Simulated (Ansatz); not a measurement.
# HfAlB4: properties of a relaxed candidate, part 2 of 2

The task, for HfAlB4: compute bands, density of states and charges, tighten the relaxation and compute its phonons.

Ansatz 0.2.0; DFT PBE, scalar-relativistic, plane waves, PAW.

## (4) Phonons on a q mesh

File input.yaml:

```yaml
crystal:
  lattice:
    - [3.0536317065, -2.89e-08, 0.0]
    - [-1.5268158282, 2.6445226461, 0.0]
    - [0.0, 0.0, 6.9162228969]
  atoms:
    - { symbol: Hf, position: [0.0, 0.0, 0.0] }
    - { symbol: Al, position: [0.0, 0.0, 0.5] }
    - { symbol: B, position: [0.3333333333, 0.6666666667, 0.2645214193] }
    - { symbol: B, position: [0.3333333333, 0.6666666667, 0.7354785807] }
    - { symbol: B, position: [0.6666666667, 0.3333333333, 0.2645214193] }
    - { symbol: B, position: [0.6666666667, 0.3333333333, 0.7354785807] }
basis:
  ecutwfc: 420
kpoints:
  mp_grid: { grid: [12, 12, 6] }
hamiltonian:
  xc: pbe
scf:
  occupations: { method: fermi_dirac, width: 0.15 }
output:
  eigenvalues: true
phonons:
  method: dfpt
  eigenvectors: true
  qmesh: [3, 3, 1]
  temperatures: { t_max: 1000, t_step: 100 }
  qpath:
    path:
      - [[0.0, 0.0, 0.0], [0.5, 0.0, 0.0], [0.33333333, 0.33333333, 0.0], [0.0, 0.0, 0.0], [0.0, 0.0, 0.5], [0.5, 0.0, 0.5], [0.33333333, 0.33333333, 0.5], [0.0, 0.0, 0.5]]
      - [[0.5, 0.0, 0.5], [0.5, 0.0, 0.0]]
      - [[0.33333333, 0.33333333, 0.5], [0.33333333, 0.33333333, 0.0]]
    npoints: 8
```

The run is started by

```console
ansatz run input.yaml --threads 4 --pin off --max-ram 8192MiB --backend cpu --events-out ev --progress --plain --runs-dir out
```

Standard output:

```text
Warning: RAYON_NUM_THREADS=4 ignored (pool sized by the plan → 4); use --threads N
Engine: ansatz 0.2.0, aarch64-unknown-linux-gnu
Pseudopotentials: kind: paw
Pseudopotential: Hf, paw, valence charge 26, recommended cutoff 420 eV (normal), Hf.paw.azcp
Pseudopotential: Al, paw, valence charge 3, recommended cutoff 420 eV (normal), Al.paw.azcp
Pseudopotential: B, paw, valence charge 3, recommended cutoff 420 eV (normal), B.paw.azcp
Functional definition: PBE
  parameter kappa = 0.804
  parameter beta = 0.06672455060314922
  exchange = pbe_x(kappa = kappa, mu = beta*pi^2/3)
  correlation = pbe_c(beta = beta)
Crystal: 6 atoms, lattice volume = 55.851 Å³
Basis set: ecut = 420 eV, 1079 PW (Γ), exchange–correlation on 48×48×96 points (8 copies of the dense FFT grid, shifted against one another)
Bands: 27, of which v1, the nominal top of the filled ones, is band 21 counted from 1 (20 counted from 0)
Symmetry: 24 space group operations
k-points: 76 of 864
Non-local potential: Hf, projectors of the file, l = 0: 3, l = 1: 2, l = 2: 2, l = 3: 3
Non-local potential: Al, projectors of the file, l = 0: 2, l = 1: 2, l = 2: 1
Non-local potential: B, projectors of the file, l = 0: 2, l = 1: 2, l = 2: 1
PAW form: soft (Blöchl's): semilocal exchange-correlation on the pseudo side does not see the compensation charge
PAW one-centre angular grid: Hf, 590 points (default); XC on 64 Gauss nodes
PAW one-centre angular grid: Al, 110 points (default); XC on 64 Gauss nodes
PAW one-centre angular grid: B, 110 points (default); XC on 64 Gauss nodes
Initial density: superposition of atomic densities (neutral atoms: chi_scale 0, normalization atom), corrected by the library's trained network
Initial wavefunctions: pseudopotential atomic-orbital guess
Functional: x = pbe(κ = 0.804, μ = 0.2195149727645171), c = pbe(β = 0.06672455060314922)
SCF iter   1: F=—  HF=-16885.237987 eV  |F-HF|=—  |Δ(HF+E_count)|=         —  Δρ=5.52e-3  dr2=1.11e-1  ethr=1.77e-3  ⟨swp⟩=5.5  Hψ=8486  notcnv=0
preconditioner: auto → Kerker (q_TF=auto, 2.591 Å⁻¹)  [metal: Δε(μ)=0.029 eV  Ē_g=15.711 eV  σ=0.150 eV  W_gap=0.05  n_scr=22 (ndim 8)  ℏωp=31.0 eV  f_vac=0.000  D(μ)=1.21/eV (n_scr^D=4)]
SCF iter   2: F=—  HF=-16885.227836 eV  |F-HF|=—  |Δ(HF+E_count)|=   1.02e-2  Δρ=3.35e-3  dr2=3.93e-2  ethr=2.70e-4  ⟨swp⟩=1.0  Hψ=2661  notcnv=0
SCF iter   3: F=—  HF=-16885.222580 eV  |F-HF|=—  |Δ(HF+E_count)|=   5.26e-3  Δρ=9.74e-4  dr2=1.69e-3  ethr=9.58e-5  ⟨swp⟩=2.2  Hψ=3050  notcnv=0
SCF iter   4: F=—  HF=-16885.221328 eV  |F-HF|=—  |Δ(HF+E_count)|=   1.25e-3  Δρ=6.08e-4  dr2=3.58e-4  ethr=4.13e-6  ⟨swp⟩=2.0  Hψ=3599  notcnv=0
SCF iter   5: F=—  HF=-16885.221199 eV  |F-HF|=—  |Δ(HF+E_count)|=   1.29e-4  Δρ=1.10e-4  dr2=1.23e-5  ethr=8.73e-7  ⟨swp⟩=2.1  Hψ=3146  notcnv=0
SCF iter   6: F=—  HF=-16885.221200 eV  |F-HF|=—  |Δ(HF+E_count)|=   1.09e-6  Δρ=4.24e-5  dr2=9.95e-7  ethr=3.00e-8  ⟨swp⟩=2.0  Hψ=3602  notcnv=0
SCF iter   7: F=—  HF=-16885.221201 eV  |F-HF|=—  |Δ(HF+E_count)|=   7.00e-7  Δρ=9.18e-6  dr2=9.84e-8  ethr=2.43e-9  ⟨swp⟩=2.0  Hψ=3598  notcnv=0
SCF iter   8: F=—  HF=-16885.221201 eV  |F-HF|=—  |Δ(HF+E_count)|=   2.06e-8  Δρ=2.32e-6  dr2=8.86e-9  ethr=2.40e-10  ⟨swp⟩=2.0  Hψ=3063  notcnv=0
SCF iter   9: F=—  HF=-16885.221201 eV  |F-HF|=—  |Δ(HF+E_count)|=   1.83e-9  Δρ=4.21e-7  dr2=1.57e-10  ethr=2.16e-11  ⟨swp⟩=2.0  Hψ=3562  notcnv=0
SCF iter  10: F=-16885.221201 eV  HF=-16885.221201 eV  |F-HF|=3.64e-12  |Δ(HF+E_count)|=  2.91e-11  Δρ=8.70e-8  dr2=5.33e-12  ethr=1.00e-12  ⟨swp⟩=4.9  Hψ=9587  notcnv=0
the search or the solves at the SCF's close seem to have found levels that the self-consistency loop had missed (the run counts 1). By its estimate they hold under 1e-12 electrons; where the run keeps them, the occupations were computed again with them
SCF 1 converged in 10 iterations: F = -16885.221201 eV  dr2 = 5.33e-12
phonons: the bands overlap, so this run is a metal and interpolates without the dipole-dipole term. If the crystal is really an insulator or semiconductor, its LO-TO splitting is missing
NSCF: frozen V_eff on 76 k-points
NSCF: frozen V_eff on 242 k-points
DFPT response loops at q = (0, 0, 0) (fractional): preconditioner auto → Kerker (q_TF=auto, 2.591 Å⁻¹) (partly filled bands, converged f_vac=0.000); β = 1.00, the filter's whole step (`scf.mixing.beta` (0.50) is not read by the response loops under this deck's `scf.mixing.preconditioner`; to damp them name `kerker` or `kerker_dos`, under which they read `scf.mixing.beta`, and type it under 1.00, their step now; both keys bind the ground state too); Broyden in place of MSR1
NSCF: frozen V_eff on 936 k-points
DFPT response loops at q = (0, 0.3333333333333333, 0) (fractional): mixed as the last ones told, above
NSCF: frozen V_eff on 888 k-points
DFPT response loops at q = (0.3333333333333333, 0.3333333333333333, 0) (fractional): mixed as the last ones told, above
SCF converged after 10 iterations
Free energy (F): -16885.221201 eV
Harris-Foulkes:  -16885.221201 eV  (|F-HF|=3.64e-12)
Internal energy: -16885.135041 eV  (E = F + TS)
E sigma→0 (E₀):  -16885.178121 eV
Entropy (-TS):   -0.086160 eV (-14.360 meV/atom)
Fermi energy:    15.968115 eV
--- Per-component energies (eV) ---
  E_band       = 78.123254
  E_kinetic    = 653.341570
  E_local      = -8163.963258  (includes V_loc(G=0)·N_el)
  E_nonlocal   = -1190.763389
  E_hartree    = 3913.360394
  E_xc         = -473.385567
  E_vxc        = -454.775284  (∫ρ·V_xc dr)
  E_paw        = -7709.678166  (= ΣΔE_a)
  E_vpaw       = 1407.562813  (= ΣTr[D̂ρ^β])
  E_aug_tail   = -0.000016  (compensation charges beyond the density's cutoff)
  E_ewald      = -3914.046608
  E_smearing   = -0.086160  (= −TS)
  E_closure    = -0.000000  (closes the sum)
  Σ components = -16885.221201   (vs F -16885.221201, Δ=0.00e0)
--- Band table (eV; the first three rows and the last of 76) ---
  k-point 0: bands = ["-45.6045", "-14.6107", "-13.8855", "-13.8855", "1.4636", "3.6627", "4.4388", "4.4429", "4.4616", "4.4616", "4.4892", "4.4892", "4.5752", "6.7048", "12.2648", "13.5878", "14.2205", "14.2205", "15.4212", "15.4212", "18.1483", "18.1483", "18.6439", "18.6439", "20.3500", "20.3500", "21.2778"]
  k-point 1: bands = ["-45.6045", "-14.6107", "-13.8855", "-13.8855", "1.5449", "3.4194", "4.4359", "4.4429", "4.4616", "4.4616", "4.4892", "4.4892", "4.5752", "7.0787", "11.4837", "14.2607", "14.2607", "14.2824", "15.3390", "15.3390", "18.1034", "18.1034", "18.7218", "18.7218", "20.5233", "20.5233", "21.1372"]
  k-point 2: bands = ["-45.6045", "-14.6108", "-13.8855", "-13.8855", "1.7665", "2.9384", "4.4334", "4.4429", "4.4616", "4.4616", "4.4892", "4.4892", "4.5752", "7.9592", "10.2767", "14.3614", "14.3614", "15.1485", "15.1606", "15.1606", "18.0236", "18.0236", "18.8746", "18.8746", "20.8018", "20.9390", "20.9390"]
  k-point 75: bands = ["-45.5270", "-14.5415", "-14.5415", "-14.3961", "4.4390", "4.4390", "4.4636", "4.4636", "4.4721", "4.4842", "4.5441", "6.8484", "6.8484", "8.1385", "8.1385", "8.4005", "8.5042", "12.2314", "12.2314", "14.3563", "14.3563", "17.9999", "20.2830", "21.0252", "21.0252", "21.5512", "21.9548"]
--- Phonons (Γ-DFPT): 6 representative perturbations + reference (Σ response iterations 19) ---
  ASR residual: 2.572e-4 → 0.000e0 eV/Å²; symmetrization residual: 1.220e-6 eV/Å²
  ASR residual per site (eV/Å²): 2.57e-4 1.99e-5 2.83e-6 2.83e-6 2.83e-6 2.83e-6
  Γ frequencies (cm⁻¹): 0.00 0.00 0.00 155.56 155.56 295.56 317.98 317.98 352.24 352.24 433.88 439.54 511.82 571.87 895.93 895.93 904.50 904.50
--- Phonons (arbitrary-q DFPT): 3 irreducible q on the 3×3×1 mesh ---
  q = [0.0000, 0.0000, 0.0000] (star 1, of the zone-centre solve; hermiticity 6.74e-8, symmetrization 3.37e-8): -0.00 -0.00 0.00 155.56 155.56 295.56 317.98 317.98 352.24 352.24 433.88 439.54 511.82 571.87 895.93 895.93 904.50 904.50
  q = [0.0000, 0.3333, 0.0000] (star 6, 9 solved perturbations in 3276 linear systems a pass and spin channel, the states on 468 of 864 k-point pairs; hermiticity 6.11e-6, symmetrization 3.54e-7): 127.69 145.10 169.07 203.48 244.17 265.61 430.29 430.39 445.51 474.54 481.87 547.98 623.94 629.69 833.08 838.63 856.53 858.03
  q = [0.3333, 0.3333, 0.0000] (star 2, 6 solved perturbations in 1478 linear systems a pass and spin channel, the states on 444 of 864 k-point pairs; hermiticity 3.19e-6, symmetrization 1.60e-6): 161.06 179.48 179.48 246.93 261.98 261.98 472.73 472.73 524.14 524.14 647.92 650.35 696.02 696.02 700.45 700.45 838.35 842.52
  sum rule: each row above includes the acoustic sum rule's correction from the zone centre's row sums; it moved no ω² by more than (0.63 cm⁻¹)²
  mesh force constants: q→R imaginary residual 0.00e0; ASR residual 2.572e-4 → 0.000e0 eV/Å²; symmetrization residual 1.066e-14 eV/Å²
  interpolated dispersion: 75 rows × 18 modes
  density of states and harmonic sums: on the 24×24×9 q-mesh, interpolated from the force constants of a 3×3×1 supercell (no non-analytic term)
  largest difference from the sums on the solved wave vectors: F 5.90e-2 eV, S 8.76e-5 and C_V 2.87e-5 eV/K
  zero-point energy: 0.533971 eV/cell   skipped modes (ω ≤ 0): 3   left out of the sums: 3.22e-5 of the cell's modes: C_V's classical limit lies that fraction below 3 k_B per atom; for a crystal, a wire or a layer, F and S can be off by more, and a phonons.interpolated_qmesh denser along its periods is the remedy for the sampling
```

Wall time 3.8 min (4 threads of Arm Neoverse V2, shared host); peak memory 2 GiB.

Frequencies at the path's corners, from the force constants of the 3×3×1 mesh (cm⁻¹):

```
point                                                              frequencies
    M  141 160 183 215 235 287 448 451 460 475 502 532 753 758 790 794 814 824
    K  161 180 180 247 262 262 473 473 524 524 648 650 696 696 700 700 838 842
    A    56 56 129 138 138 253 336 336 338 338 430 451 512 572 896 896 904 904
    L  147 160 183 214 233 286 448 451 461 471 501 534 752 759 790 794 814 824
    H  161 179 179 247 262 262 473 473 524 524 648 650 696 696 700 700 838 843
```

Phonon density of states in bins of 40 cm⁻¹:

bin centre (cm⁻¹), share of modes (%) and a bar:
```
       20        0.1 
       60        0.5 #
      100        1.9 ####
      140        8.6 ####################
      180        7.8 ##################
      220        5.6 #############
      260        7.9 ##################
      300        0.9 ##
      340        0.8 ##
      380        1.9 ####
      420        4.1 #########
      460       13.0 ##############################
      500        7.9 ##################
      540        6.1 ##############
      580        3.2 #######
      620        1.8 ####
      660        1.9 ####
      700        2.5 ######
      740        2.1 #####
      780        2.1 #####
      820        9.0 #####################
      860        7.0 ################
      900        3.2 #######
```

phthermo.tsv, divided by the number of atoms:

| T (K) | F_vib (meV) | S (k_B) | C_V (k_B) |
| --- | --- | --- | --- |
| 0 | 89.0 | 0.00 | 0.00 |
| 100 | 88.2 | 0.32 | 0.62 |
| 200 | 82.6 | 0.99 | 1.40 |
| 300 | 71.1 | 1.67 | 1.95 |
| 400 | 53.9 | 2.29 | 2.30 |
| 500 | 31.8 | 2.82 | 2.50 |
| 600 | 5.4 | 3.29 | 2.64 |
| 700 | -24.8 | 3.71 | 2.72 |
| 800 | -58.3 | 4.07 | 2.78 |
| 900 | -94.9 | 4.41 | 2.83 |
| 1000 | -134.2 | 4.70 | 2.86 |

## (5) Results

This closing draws on all 2 parts.

| quantity | value |
| --- | --- |
| gap | none (metal) |
| states at the Fermi level | 1.73 per eV per cell |
| Bader charges | Hf +1.49, Al +2.27, B -0.94 e |
| highest frequency on the q mesh | 904 cm⁻¹ |
| zero-point energy | 89.0 meV/atom |
| S and C_V at 300 K | 1.67 and 1.95 k_B/atom |

**Reading.** It comes out metallic. Of the projected weight within 0.25 eV of the Fermi level, the largest part is Hf 5d (50 %) and B 2p (34 %). Charge transfer between the atoms is strong (Bader charges up to 2.3 e). No mode on the 3×3×1 mesh is imaginary. The q mesh is coarse, so values between its points are rough. At 300 K the heat capacity has reached 65 % of the Dulong–Petit value: stiff, high modes are still partly frozen out. These runs have no spin-orbit coupling; with Hf it would split and shift bands. For a metal these values are sensitive to the k mesh.
